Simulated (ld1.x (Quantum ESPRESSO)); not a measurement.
# In: generating and testing a TM potential, part 2 of 2

Task: generate the file, and judge it by its errors in other configurations, its logarithmic derivatives, its ghosts and its cutoff.

ld1.x (Quantum ESPRESSO) 7.5; PBE, scalar-relativistic. Step numbers count through all parts.

## 3. Transferability test

Contents of In.test.in:

```
 &input
   title='In', zed=49., rel=1, dft='PBE', iswitch=2,
   config='[Kr] 4d10 5s0 5p0'
 /
 &test
   file_pseudo='In.UPF', nconf=8,
   configts(1)='4d10 5s0 5p0',
   configts(2)='4d10 5s2 5p1',
   configts(3)='4d10 5s2 5p0',
   configts(4)='4d10 5s1 5p0',
   configts(5)='4d9 5s2 5p2',
   configts(6)='4d10 5s2 5p0.5',
   configts(7)='4d9 5s2 5p1',
   configts(8)='4d10 5s0 5p3'
 /
```

Started as:

```bash
ld1.x < In.test.in > In.test.out
```

In.test.out, the pseudopotential blocks:

```text
     ---------------------- Testing the pseudopotential ----------------------

     In
     scalar relativistic calculation

     atomic number is 49.00   valence charge is 13.00
     dft =PBE   lsd =0 sic =0 latt =0  beta=0.20 tr2=1.0E-14
     mesh =1241 r(mesh) = 100.30140 xmin = -7.00 dx = 0.01250

     n l     nl             e AE (Ry)        e PS (Ry)    De AE-PS (Ry)
     3 2     4D   1(10.00)       -3.51966       -3.51968        0.00002
     1 0     5S   1( 0.00)       -2.43012       -2.43013        0.00000
     2 1     5P   1( 0.00)       -1.81351       -1.81351       -0.00000

     eps = 8.0E-15  iter = 17

     Etot =  -11759.388675 Ry,   -5879.694338 Ha, -159994.633626 eV
     Etotps =  -135.666765 Ry,     -67.833382 Ha,   -1845.840366 eV

     Ekin =      91.241515 Ry,      45.620758 Ha,    1241.404055 eV
     Encl =    -260.797958 Ry,    -130.398979 Ha,   -3548.336983 eV
     Ehrt =      78.076623 Ry,      39.038311 Ha,    1062.286572 eV
     Ecxc =     -44.186945 Ry,     -22.093472 Ha,    -601.194009 eV
     (Ecc =     -24.391855 Ry,     -12.195927 Ha,    -331.868092 eV)

     ---------------------- End of pseudopotential test ----------------------

     ---------------------- Testing the pseudopotential ----------------------

     In
     scalar relativistic calculation

     atomic number is 49.00   valence charge is 13.00
     dft =PBE   lsd =0 sic =0 latt =0  beta=0.20 tr2=1.0E-14
     mesh =1241 r(mesh) = 100.30140 xmin = -7.00 dx = 0.01250

     n l     nl             e AE (Ry)        e PS (Ry)    De AE-PS (Ry)
     3 2     4D   1(10.00)       -1.36879       -1.38106        0.01227  !
     1 0     5S   1( 2.00)       -0.60349       -0.60301       -0.00048
     2 1     5P   1( 1.00)       -0.18511       -0.18523        0.00013

     eps = 4.4E-15  iter = 17

     Etot =  -11763.278081 Ry,   -5881.639040 Ha, -160047.551690 eV
     Etotps =  -139.554930 Ry,     -69.777465 Ha,   -1898.741545 eV
     dEtot_ae =      -3.889406 Ry
     dEtot_ps =      -3.888165 Ry,   Delta E=      -0.001241 Ry

     Ekin =      90.281526 Ry,      45.140763 Ha,    1228.342734 eV
     Encl =    -288.244628 Ry,    -144.122314 Ha,   -3921.767954 eV
     Ehrt =     102.395387 Ry,      51.197693 Ha,    1393.160212 eV
     Ecxc =     -45.555114 Ry,     -22.777557 Ha,    -619.808896 eV
     (Ecc =     -24.391855 Ry,     -12.195927 Ha,    -331.868092 eV)
     Epseu=       1.567899 Ry,       0.783950 Ha,      21.332358 eV

     ---------------------- End of pseudopotential test ----------------------

     ---------------------- Testing the pseudopotential ----------------------

     In
     scalar relativistic calculation

     atomic number is 49.00   valence charge is 13.00
     dft =PBE   lsd =0 sic =0 latt =0  beta=0.20 tr2=1.0E-14
     mesh =1241 r(mesh) = 100.30140 xmin = -7.00 dx = 0.01250

     n l     nl             e AE (Ry)        e PS (Ry)    De AE-PS (Ry)
     3 2     4D   1(10.00)       -1.91631       -1.92591        0.00960  !
     1 0     5S   1( 2.00)       -1.09694       -1.09597       -0.00098
     2 1     5P   1( 0.00)       -0.61969       -0.61943       -0.00026

     eps = 9.7E-15  iter = 21

     Etot =  -11762.883901 Ry,   -5881.441951 Ha, -160042.188603 eV
     Etotps =  -139.160694 Ry,     -69.580347 Ha,   -1893.377698 eV
     dEtot_ae =      -3.495226 Ry
     dEtot_ps =      -3.493929 Ry,   Delta E=      -0.001297 Ry

     Ekin =      90.160774 Ry,      45.080387 Ha,    1226.699822 eV
     Encl =    -281.227729 Ry,    -140.613865 Ha,   -3826.298184 eV
     Ehrt =      95.645550 Ry,      47.822775 Ha,    1301.323998 eV
     Ecxc =     -45.227912 Ry,     -22.613956 Ha,    -615.357096 eV
     (Ecc =     -24.391855 Ry,     -12.195927 Ha,    -331.868092 eV)
     Epseu=       1.488624 Ry,       0.744312 Ha,      20.253761 eV

     ---------------------- End of pseudopotential test ----------------------

     ---------------------- Testing the pseudopotential ----------------------

     In
     scalar relativistic calculation

     atomic number is 49.00   valence charge is 13.00
     dft =PBE   lsd =0 sic =0 latt =0  beta=0.20 tr2=1.0E-14
     mesh =1241 r(mesh) = 100.30140 xmin = -7.00 dx = 0.01250

     n l     nl             e AE (Ry)        e PS (Ry)    De AE-PS (Ry)
     3 2     4D   1(10.00)       -2.68486       -2.68943        0.00457
     1 0     5S   1( 1.00)       -1.73982       -1.73862       -0.00119
     2 1     5P   1( 0.00)       -1.19185       -1.19124       -0.00061

     eps = 8.2E-15  iter = 18

     Etot =  -11761.470178 Ry,   -5880.735089 Ha, -160022.953921 eV
     Etotps =  -137.747879 Ry,     -68.873939 Ha,   -1874.155369 eV
     dEtot_ae =      -2.081503 Ry
     dEtot_ps =      -2.081114 Ry,   Delta E=      -0.000389 Ry

     Ekin =      90.654171 Ry,      45.327086 Ha,    1233.412835 eV
     Encl =    -271.457167 Ry,    -135.728583 Ha,   -3693.362907 eV
     Ehrt =      86.881618 Ry,      43.440809 Ha,    1182.084627 eV
     Ecxc =     -44.717614 Ry,     -22.358807 Ha,    -608.414134 eV
     (Ecc =     -24.391855 Ry,     -12.195927 Ha,    -331.868092 eV)
     Epseu=       0.891113 Ry,       0.445557 Ha,      12.124211 eV

     ---------------------- End of pseudopotential test ----------------------

     ---------------------- Testing the pseudopotential ----------------------

     In
     scalar relativistic calculation

     atomic number is 49.00   valence charge is 13.00
     dft =PBE   lsd =0 sic =0 latt =0  beta=0.20 tr2=1.0E-14
     mesh =1241 r(mesh) = 100.30140 xmin = -7.00 dx = 0.01250

     n l     nl             e AE (Ry)        e PS (Ry)    De AE-PS (Ry)
     3 2     4D   1( 9.00)       -1.77783       -1.82200        0.04417  !
     1 0     5S   1( 2.00)       -0.75443       -0.75280       -0.00163
     2 1     5P   1( 2.00)       -0.27030       -0.26890       -0.00140

     eps = 6.2E-15  iter = 15

     Etot =  -11761.932561 Ry,   -5880.966280 Ha, -160029.244958 eV
     Etotps =  -138.181702 Ry,     -69.090851 Ha,   -1880.057837 eV
     dEtot_ae =      -2.543886 Ry
     dEtot_ps =      -2.514938 Ry,   Delta E=      -0.028948 Ry

     Ekin =      86.391925 Ry,      43.195962 Ha,    1175.422015 eV
     Encl =    -279.867473 Ry,    -139.933737 Ha,   -3807.790958 eV
     Ehrt =      97.681389 Ry,      48.840695 Ha,    1329.023009 eV
     Ecxc =     -44.728377 Ry,     -22.364189 Ha,    -608.560573 eV
     (Ecc =     -24.391855 Ry,     -12.195927 Ha,    -331.868092 eV)
     Epseu=       2.340834 Ry,       1.170417 Ha,      31.848669 eV

     ---------------------- End of pseudopotential test ----------------------

     ---------------------- Testing the pseudopotential ----------------------

     In
     scalar relativistic calculation

     atomic number is 49.00   valence charge is 13.00
     dft =PBE   lsd =0 sic =0 latt =0  beta=0.20 tr2=1.0E-14
     mesh =1241 r(mesh) = 100.30140 xmin = -7.00 dx = 0.01250

     n l     nl             e AE (Ry)        e PS (Ry)    De AE-PS (Ry)
     3 2     4D   1(10.00)       -1.62509       -1.63635        0.01126  !
     1 0     5S   1( 2.00)       -0.83741       -0.83671       -0.00070
     2 1     5P   1( 0.50)       -0.39025       -0.39021       -0.00004

     eps = 6.7E-15  iter = 18

     Etot =  -11763.135469 Ry,   -5881.567734 Ha, -160045.611355 eV
     Etotps =  -139.412251 Ry,     -69.706125 Ha,   -1896.800303 eV
     dEtot_ae =      -3.746794 Ry
     dEtot_ps =      -3.745486 Ry,   Delta E=      -0.001308 Ry

     Ekin =      90.221751 Ry,      45.110875 Ha,    1227.529454 eV
     Encl =    -284.951064 Ry,    -142.475532 Ha,   -3876.956730 eV
     Ehrt =      99.172715 Ry,      49.586357 Ha,    1349.313526 eV
     Ecxc =     -45.401009 Ry,     -22.700505 Ha,    -617.712198 eV
     (Ecc =     -24.391855 Ry,     -12.195927 Ha,    -331.868092 eV)
     Epseu=       1.545356 Ry,       0.772678 Ha,      21.025646 eV

     ---------------------- End of pseudopotential test ----------------------

     ---------------------- Testing the pseudopotential ----------------------

     In
     scalar relativistic calculation

     atomic number is 49.00   valence charge is 13.00
     dft =PBE   lsd =0 sic =0 latt =0  beta=0.20 tr2=1.0E-14
     mesh =1241 r(mesh) = 100.30140 xmin = -7.00 dx = 0.01250

     n l     nl             e AE (Ry)        e PS (Ry)    De AE-PS (Ry)
     3 2     4D   1( 9.00)       -2.35305       -2.39160        0.03855  !
     1 0     5S   1( 2.00)       -1.27855       -1.27455       -0.00400
     2 1     5P   1( 1.00)       -0.74467       -0.74065       -0.00402

     eps = 9.2E-16  iter = 10

     Etot =  -11761.432155 Ry,   -5880.716077 Ha, -160022.436583 eV
     Etotps =  -137.683843 Ry,     -68.841921 Ha,   -1873.284112 eV
     dEtot_ae =      -2.043480 Ry
     dEtot_ps =      -2.017078 Ry,   Delta E=      -0.026402 Ry

     Ekin =      86.211650 Ry,      43.105825 Ha,    1172.969254 eV
     Encl =    -272.505913 Ry,    -136.252956 Ha,   -3707.631823 eV
     Ehrt =      90.685976 Ry,      45.342988 Ha,    1233.845556 eV
     Ecxc =     -44.343026 Ry,     -22.171513 Ha,    -603.317608 eV
     (Ecc =     -24.391855 Ry,     -12.195927 Ha,    -331.868092 eV)
     Epseu=       2.267471 Ry,       1.133735 Ha,      30.850509 eV

     ---------------------- End of pseudopotential test ----------------------

     ---------------------- Testing the pseudopotential ----------------------

     In
     scalar relativistic calculation

     atomic number is 49.00   valence charge is 13.00
     dft =PBE   lsd =0 sic =0 latt =0  beta=0.20 tr2=1.0E-14
     mesh =1241 r(mesh) = 100.30140 xmin = -7.00 dx = 0.01250

     n l     nl             e AE (Ry)        e PS (Ry)    De AE-PS (Ry)
     3 2     4D   1(10.00)       -1.59542       -1.60669        0.01128  !
     1 0     5S   1( 0.00)       -0.73951       -0.73914       -0.00036
     2 1     5P   1( 3.00)       -0.28182       -0.28182       -0.00000

     eps = 8.9E-15  iter = 13

     Etot =  -11762.399986 Ry,   -5881.199993 Ha, -160035.604596 eV
     Etotps =  -138.677770 Ry,     -69.338885 Ha,   -1886.807177 eV
     dEtot_ae =      -3.011311 Ry
     dEtot_ps =      -3.011005 Ry,   Delta E=      -0.000306 Ry

     Ekin =      91.408198 Ry,      45.704099 Ha,    1243.671888 eV
     Encl =    -285.422032 Ry,    -142.711016 Ha,   -3883.364584 eV
     Ehrt =      99.730947 Ry,      49.865473 Ha,    1356.908660 eV
     Ecxc =     -45.337920 Ry,     -22.668960 Ha,    -616.853829 eV
     (Ecc =     -24.391855 Ry,     -12.195927 Ha,    -331.868092 eV)
     Epseu=       0.943038 Ry,       0.471519 Ha,      12.830688 eV

     ---------------------- End of pseudopotential test ----------------------
```

Excitation and ionisation energies from 4d10 5s0 5p0, with the error of the potential.

```csv
valence configuration,charge,ΔE all-electron (eV),error AE − PS (meV)
4d10 5s2 5p1,0,-52.918,-17
4d10 5s2 5p0,+1,-47.555,-18
4d10 5s1 5p0,+2,-28.320,-5.3
4d9 5s2 5p2,0,-34.611,-394
4d10 5s2 5p0.5,+0.5,-50.978,-18
4d9 5s2 5p1,+1,-27.803,-359
4d10 5s0 5p3,0,-40.971,-4.2
```

## 4. Does it scatter like the atom?

Taken from the files of the generation run. The phase is arctan(r·u′/u) with u = r·R, unwrapped, with energies in Ry. A pole is an energy at which the radial function vanishes at the test radius. The pseudo phase is shifted by a multiple of π to meet the all-electron one at the reference energy. Levels narrower than the energy grid can be missing from the poles. The last column is the largest difference on the grid between −1 and +1 Ry.

```tsv
channel	radius (bohr)	reference (Ry)	poles AE	poles PS	window around the reference with phases within 0.05 rad (Ry)	largest difference near zero (rad)
s	2.34	-2.43	-0.12	-0.31, 4.54	below 0.7	0.050
p	2.34	-1.81	1.39	-5.72, 1.18	-5.6 to 2.8	0.013
d	2.34	-3.52	-3.33, 4.07	-3.33, 4.07	the whole range	0.003
```

Phases (rad) along the scan:

| E (Ry) | s AE | s PS | d AE | d PS |
| --- | --- | --- | --- | --- |
| -6.00 | 1.310 | 1.307 | 1.350 | 1.350 |
| -5.48 | 1.280 | 1.277 | 1.330 | 1.330 |
| -4.96 | 1.237 | 1.234 | 1.299 | 1.299 |
| -4.44 | 1.172 | 1.168 | 1.241 | 1.241 |
| -3.92 | 1.059 | 1.054 | 1.014 | 1.014 |
| -3.40 | 0.818 | 0.811 | -1.500 | -1.500 |
| -2.88 | 0.172 | 0.167 | -1.744 | -1.743 |
| -2.36 | -0.796 | -0.797 | -1.826 | -1.826 |
| -1.84 | -1.226 | -1.230 | -1.900 | -1.900 |
| -1.32 | -1.401 | -1.408 | -1.996 | -1.996 |
| -0.80 | -1.495 | -1.506 | -2.157 | -2.156 |
| -0.28 | -1.555 | -1.574 | -2.491 | -2.490 |
| 0.24 | -1.601 | -1.631 | -3.222 | -3.219 |
| 0.76 | -1.639 | -1.690 | -3.967 | -3.965 |
| 1.28 | -1.676 | -1.770 | -4.309 | -4.308 |
| 1.80 | -1.714 | -1.933 | -4.470 | -4.469 |
| 2.32 | -1.758 | -2.653 | -4.562 | -4.561 |
| 2.84 | -1.816 | -4.234 | -4.622 | -4.621 |
| 3.36 | -1.899 | -4.537 | -4.666 | -4.665 |
| 3.88 | -2.041 | -4.641 | -4.701 | -4.701 |
| 4.40 | -2.340 | -4.700 | -4.731 | -4.731 |
| 4.92 | -3.045 | -4.742 | -4.759 | -4.759 |

## 5. Plane-wave convergence, by spherical Bessel functions

A separate test, outside the generator: the pseudo-atom's Hamiltonian at the reference potential is diagonalised in spherical Bessel functions j_l(qr) that vanish at 20 bohr, with q² up to the cutoff.

All-electron valence levels (Ry): 5s -2.4301, 5p -1.8135, 4d -3.5197. The lowest levels of each channel (Ry) by cutoff; the last column sums, over occupied levels, occupation times the distance from the level at 400 Ry. A positive value at high cutoff is not a bound level.

| cutoff (Ry) | s #1 | s #2 | p #1 | p #2 | d #1 | f #1 | Σ f·Δε (mRy) |
| --- | --- | --- | --- | --- | --- | --- | --- |
| 8 | -4.0371 | -2.4139 | -1.8061 | -0.8112 | -1.6920 | -0.6514 | 18276.6 |
| 18 | -11.2049 | -2.4247 | -1.8263 | -1.6652 | -2.4429 | -0.6621 | 10767.9 |
| 40 | -14.2066 | -2.4299 | -5.2775 | -1.8134 | -3.3270 | -0.6671 | 1927.3 |
| 60 | -14.3437 | -2.4301 | -5.6944 | -1.8135 | -3.4973 | -0.6680 | 224.2 |
| 90 | -14.3489 | -2.4301 | -5.7429 | -1.8135 | -3.5194 | -0.6681 | 3.1 |
| 110 | -14.3501 | -2.4301 | -5.7431 | -1.8135 | -3.5195 | -0.6681 | 1.7 |
| 140 | -14.3511 | -2.4301 | -5.7436 | -1.8135 | -3.5196 | -0.6681 | 0.6 |
| 180 | -14.3512 | -2.4301 | -5.7439 | -1.8135 | -3.5197 | -0.6681 | 0.1 |
| 400 | -14.3512 | -2.4301 | -5.7439 | -1.8135 | -3.5197 | -0.6681 | 0.0 |

The sum stays within 10 mRy from 90 Ry and within 1 mRy from 140 Ry. The sum leaves out empty levels, which can need more. Ghost test: ghost states, bound below the all-electron valence or empty levels of the same l: s at -195.3 eV, p at -78.1 eV.

## 6. Outcome

What follows sums up all 2 parts.

```
                                                quantity                            value
               cutoffs for 10 and 1 mRy, occupied levels                 90 Ry and 140 Ry
                                            bound ghosts  s at -195.26 eV, p at -78.15 eV
                            largest test error (AE − PS)        -394 meV, for 4d9 5s2 5p2
largest phase difference near zero energy, channels read                        0.050 rad
```

A bound ghost (s, p) makes it unfit for use: electrons can fall into a state that the atom doesn't have. By total energies transferability is poor: the largest error is 394 meV on 34.6 eV, for 4d9 5s2 5p2. By its cutoff, 90 Ry for the looser tolerance, it is hard. Near zero energy the largest phase difference among the channels read is 0.05 rad, in the s channel. The pseudo curves have a pole with no partner nearby in the atom's: p at -5.72 Ry. These are tests on the free atom; a crystal test is still owed.
